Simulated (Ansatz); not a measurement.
# HfSiO4: the cost of one run

Method: DFT PBE, scalar-relativistic, plane waves, PAW, in Ansatz 0.2.0.

## Step 1: Starting point

Symmetry: I4_1/amd, No. 141, tetragonal system. The conventional cell has a = 6.572 Å, b = 6.572 Å, c = 5.963 Å, α = 90.00°, β = 90.00°, γ = 90.00°. Hf (site symmetry -4m2) is surrounded by 8 O at 2.11 to 2.26 Å. Si (site symmetry -4m2) is surrounded by 4 O at 1.62 Å. O (site symmetry m) has 1 Si at 1.62 Å and 2 Hf at 2.11 to 2.26 Å in its first shell of neighbours.

Structure file:

```cif
data_structure
_symmetry_space_group_name_H-M 'I4_1/amd:1'
_symmetry_Int_Tables_number 141
_cell_length_a 6.5725
_cell_length_b 6.5725
_cell_length_c 5.9632
_cell_angle_alpha 90.000
_cell_angle_beta 90.000
_cell_angle_gamma 90.000
_cell_volume 257.60
loop_
_atom_site_label
_atom_site_type_symbol
_atom_site_symmetry_multiplicity
_atom_site_Wyckoff_symbol
_atom_site_fract_x
_atom_site_fract_y
_atom_site_fract_z
_atom_site_occupancy
Hf1 Hf 4 a 0.00000 0.50000 0.25000 1
Si1 Si 4 b 0.50000 0.00000 0.25000 1
O1 O 16 h 0.00000 0.81550 0.31980 1
```

The runs take a perfect supercell of 48 atoms; the defect goes to fractional position (0.500, 0.000, 0.125).

## Step 2: The perfect supercell

Input file input.yaml:

```yaml
crystal:
  lattice:
    - [6.5725, 0.0, 0.0]
    - [0.0, 6.5725, 0.0]
    - [0.0, 0.0, 11.9264]
  atoms:
    - { symbol: Hf, position: [0.0, 0.5, 0.125] }
    - { symbol: Hf, position: [0.5, 0.0, 0.375] }
    - { symbol: Hf, position: [0.0, 0.5, 0.625] }
    - { symbol: Hf, position: [0.5, 0.0, 0.875] }
    - { symbol: Hf, position: [0.0, 0.0, 0.0] }
    - { symbol: Hf, position: [0.0, 0.0, 0.5] }
    - { symbol: Hf, position: [0.5, 0.5, 0.25] }
    - { symbol: Hf, position: [0.5, 0.5, 0.75] }
    - { symbol: Si, position: [0.5, 0.0, 0.125] }
    - { symbol: Si, position: [0.0, 0.5, 0.375] }
    - { symbol: Si, position: [0.5, 0.0, 0.625] }
    - { symbol: Si, position: [0.0, 0.5, 0.875] }
    - { symbol: Si, position: [0.0, 0.0, 0.25] }
    - { symbol: Si, position: [0.5, 0.5, 0.0] }
    - { symbol: Si, position: [0.0, 0.0, 0.75] }
    - { symbol: Si, position: [0.5, 0.5, 0.5] }
    - { symbol: O, position: [0.0, 0.8155, 0.1599] }
    - { symbol: O, position: [0.5, 0.3155, 0.4099] }
    - { symbol: O, position: [0.0, 0.8155, 0.6599] }
    - { symbol: O, position: [0.5, 0.3155, 0.9099] }
    - { symbol: O, position: [0.6845, 0.0, 0.0349] }
    - { symbol: O, position: [0.1845, 0.5, 0.2849] }
    - { symbol: O, position: [0.6845, 0.0, 0.5349] }
    - { symbol: O, position: [0.1845, 0.5, 0.7849] }
    - { symbol: O, position: [0.0, 0.1845, 0.1599] }
    - { symbol: O, position: [0.0, 0.1845, 0.6599] }
    - { symbol: O, position: [0.5, 0.6845, 0.4099] }
    - { symbol: O, position: [0.5, 0.6845, 0.9099] }
    - { symbol: O, position: [0.3155, 0.0, 0.0349] }
    - { symbol: O, position: [0.3155, 0.0, 0.5349] }
    - { symbol: O, position: [0.8155, 0.5, 0.2849] }
    - { symbol: O, position: [0.8155, 0.5, 0.7849] }
    - { symbol: O, position: [0.5, 0.1845, 0.2151] }
    - { symbol: O, position: [0.0, 0.6845, 0.4651] }
    - { symbol: O, position: [0.5, 0.1845, 0.7151] }
    - { symbol: O, position: [0.0, 0.6845, 0.9651] }
    - { symbol: O, position: [0.1845, 0.0, 0.3401] }
    - { symbol: O, position: [0.6845, 0.5, 0.0901] }
    - { symbol: O, position: [0.1845, 0.0, 0.8401] }
    - { symbol: O, position: [0.6845, 0.5, 0.5901] }
    - { symbol: O, position: [0.0, 0.3155, 0.4651] }
    - { symbol: O, position: [0.5, 0.8155, 0.2151] }
    - { symbol: O, position: [0.0, 0.3155, 0.9651] }
    - { symbol: O, position: [0.5, 0.8155, 0.7151] }
    - { symbol: O, position: [0.3155, 0.5, 0.0901] }
    - { symbol: O, position: [0.8155, 0.0, 0.3401] }
    - { symbol: O, position: [0.3155, 0.5, 0.5901] }
    - { symbol: O, position: [0.8155, 0.0, 0.8401] }
basis:
  ecutwfc: 420
  fft_grid_basis: typed
kpoints:
  mp_grid: { grid: [2, 2, 1] }
hamiltonian:
  xc: pbe
  pseudopotentials: { kind: paw }
scf:
  occupations: { method: gaussian, width: 0.05 }
output:
  forces: true
  stress: false
  eigenvalues: true
  bader: false
  write_density: true
  volumetric_format: npy
```

Started as:

```console
ansatz run input.yaml --threads 4 --pin off --max-ram 10240MiB --backend cpu --events-out ev --progress --plain --runs-dir out
```

What time and memory should one allow on 4 threads of Arm Neoverse N1, shared host?

About 15 s, with a peak of 2 GiB.
